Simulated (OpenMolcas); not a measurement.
# Cr³⁺ among point charges: CASSCF and CASPT2 levels and susceptibility

How does a field of 4 point charges split the states of Cr³⁺, and what χT follows?

Program: OpenMolcas 26.06. Level of theory: state-averaged CASSCF and CASPT2, spin-orbit coupling by RASSI with atomic mean-field integrals. These are calculated values, not measurements, unless marked.

**1. The system**

| Quantity | Value |
| --- | --- |
| Species | Cr³⁺ (chromium, Z = 24, 21 electrons) |
| Basis | ANO-RCC-VTZP [6s5p3d2f1g], 59 functions |
| Scalar Hamiltonian | DKH2, point nucleus |
| Inactive shells | 1s 2s 2p 3s 3p |
| Active space | 3 electrons in 5 orbitals (3d) |
| Some configurations of this space | 3d³ |
| Orbitals | optimised for each spin and parity, averaged over all roots |

Outer shells as boxes (Hund's rule):

3d3
```
3d [↑ ][↑ ][↑ ][  ][  ]
```

The ion sits among 4 point charges of -1.2 e arranged as a square (D4h), 1.69 Å from the ion.

Each step is its own input file, run in one work folder so that later steps find the files of earlier ones. Labels, J, g values, rates, χT and fits are worked out afterwards by a script from the matrices that RASSI stores. The input lists half of the charges; inversion (Group=XYZ) makes the rest.

**2. GATEWAY and SEWARD: basis and integrals**

a.inp reads:

```
&GATEWAY
Coord
1

Cr 0.0 0.0 0.0
Basis=ANO-RCC-VTZP
Group=XYZ
NoMove
AngMom=0.0 0.0 0.0
AMFI
XField
2 Angstrom 0
1.690000 0.000000 0.000000 -1.200000
0.000000 1.690000 0.000000 -1.200000
&SEWARD
```

**3. CASSCF: quartets of even parity, 10 roots**

a.inp reads:

```
&RASSCF
FileOrb=start.orb
Symmetry=1
Spin=4
nActEl=3 0 0
Inactive=3 6
Ras2=5 0
CIRoot=10 10 1
SDav=10
CIMx=300
Iter=120 100
PrWF=0.3
OrbListing=Nothing
MaxOrb=0
>>> COPY $Project.JobIph JOB001
```

start.orb holds the contracted functions of the basis, ordered by shell, or the orbitals of the step before.

**4. CASSCF: doublets of even parity, 40 roots**

a.inp reads:

```
&RASSCF
FileOrb=start.orb
Symmetry=1
Spin=2
nActEl=3 0 0
Inactive=3 6
Ras2=5 0
CIRoot=40 40 1
SDav=40
CIMx=300
Iter=120 100
PrWF=0.3
OrbListing=Nothing
MaxOrb=0
>>> COPY $Project.JobIph JOB002
```

**5. State interaction with spin-orbit coupling**

a.inp reads:

```
&RASSI
NrOfJobIphs=2 10 40
1 2 3 4 5 6 7 8 9 10
1 2 3 4 5 6 7 8 9 10 11 12 13 14 15 16 17 18 19 20 21 22 23 24 25 26 27
28 29 30 31 32 33 34 35 36 37 38 39 40
IphNames
JOB001
JOB002
EJob
SpinOrbit
DIPRint=1.0
SOCoupling=1000.0
Subsets=2
Property=9
'ANGMOM' 1 'ANGMOM' 2 'ANGMOM' 3 'MLTPL  1' 1 'MLTPL  1' 2 'MLTPL  1' 3
'AMFI' 1 'AMFI' 2 'AMFI' 3
SOProperty=3
'ANGMOM' 1 'ANGMOM' 2 'ANGMOM' 3
```

**6. CASPT2: IPEA 0.25, imaginary shift 0.1 (closed shells correlated: 3s 3p)**

a.inp reads:

```
>>> COPY JOB001 $Project.JobIph
&CASPT2
Multistate=10 1 2 3 4 5 6 7 8 9 10
NoMult
Frozen=2 3
IPEA=0.25
Imaginary=0.1
MaxIter=60
WThr=0.0 0.3 0.05
PrWF=0.5
NoMix
>>> COPY JOB002 $Project.JobIph
&CASPT2
Multistate=40 1 2 3 4 5 6 7 8 9 10 11 12 13 14 15 16 17 18 19 20 21 22
23 24 25 26 27 28 29 30 31 32 33 34 35 36 37 38 39 40
NoMult
Frozen=2 3
IPEA=0.25
Imaginary=0.1
MaxIter=60
WThr=0.0 0.3 0.05
PrWF=0.5
NoMix
```

(Steps that only read results are left out.)

What does the calculation give? Wanted: spin-free ground state; first state of the same spin within the active space; lowest level; next level.

As calculated:

| quantity | value |
| --- | --- |
| method | SS-CASPT2, IPEA 0.25, imaginary shift 0.1 (closed shells correlated: 3s 3p) |
| spin-free ground state | 4A2, 1-fold in its orbital part |
| first state of the same spin within the active space | 4E at 11.4 cm⁻¹ |
| lowest level | 2-fold E3/2, g = 0.77, 0.77, 1.39 |
| next level | 159.4 cm⁻¹ |
| χT at 300 K | 1.28 cm³ K/mol |
| effective moment at 300 K | 3.19 μB |

Cost by method:

```
                                              method  time of its own steps  time with the reference
                                           A. CASSCF                  9.7 s                    9.7 s
B. SS-CASPT2, IPEA 0.25, imaginary shift 0.1, +3s 3p                  5.4 s                     15 s
```

Times are of one thread on a shared host.

In words: The spin-free ground state (4A2) comes to 63 % from free-ion F terms and keeps the highest spin of the shell. χT at 300 K is 1.28, against 1.88 cm³ K/mol for the spin alone, so spin-orbit coupling lowers it. The field of point charges can differ much from that of real complexes. Point charges carry no covalency, so the field is a model and not that of real ligands.
